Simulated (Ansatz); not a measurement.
## HfIn4SiO6: equation of state with PBE

The system is HfIn4SiO6.

```xyz
12
Lattice="2.7159 -4.7036 0.0083 2.7159 4.7036 0.0083 -1.8792 0.0000 7.4013" Properties=species:S:1:pos:R:3 pbc="T T T"
Hf    2.7159   -2.7125    0.0083
In    1.7763   -1.1453    3.7090
In    2.7159    0.4231    0.0083
In    1.7763    2.0313    3.7090
In    1.7763   -4.3098    3.7090
Si    2.7159    3.5589    0.0083
O    -1.1497    0.2444    6.4159
O     4.7022    0.2444    1.0021
O     1.9910   -1.2091    6.4253
O     1.5616   -1.2091    0.9927
O     1.8741    2.2355    0.9933
O     1.6785    2.2355    6.4246
```

The cell was built by a generator and needn't be a form met in nature.

| Property | Result |
| --- | --- |
| Program | Ansatz 0.2.0 |
| Task | equation of state |
| Functional | PBE |
| Potentials or basis | Ansatz PAW |
| Cutoff | 420 eV |
| Density cutoff | 1680 eV |
| k mesh | 6 × 6 × 4 |
| Occupations | fermi-dirac, width 0.05 eV |
| Spin | no spin polarisation |

- Equilibrium volume: 15.77 Å³/atom
- Bulk modulus at fixed shape and positions: 118 GPa
- Pressure derivative of the bulk modulus: 4.6

Energy against volume, from the lowest point:
```
volume (Å³/atom)  energy (meV/atom)
          14.824              23.60
          15.139              10.14
          15.454               2.47
          15.770               0.00
          16.085               2.17
          16.401               8.49
          16.716              18.53
```

All runs of the series together: 71 s on 8 threads of Arm Neoverse V1, with other jobs on the host.

Caveat: the cell was scaled at fixed shape and fractional positions, which overstates the stiffness of a crystal with free parameters, most of all of layers and chains. Spin-orbit coupling is left out, which matters for the levels of Hf.
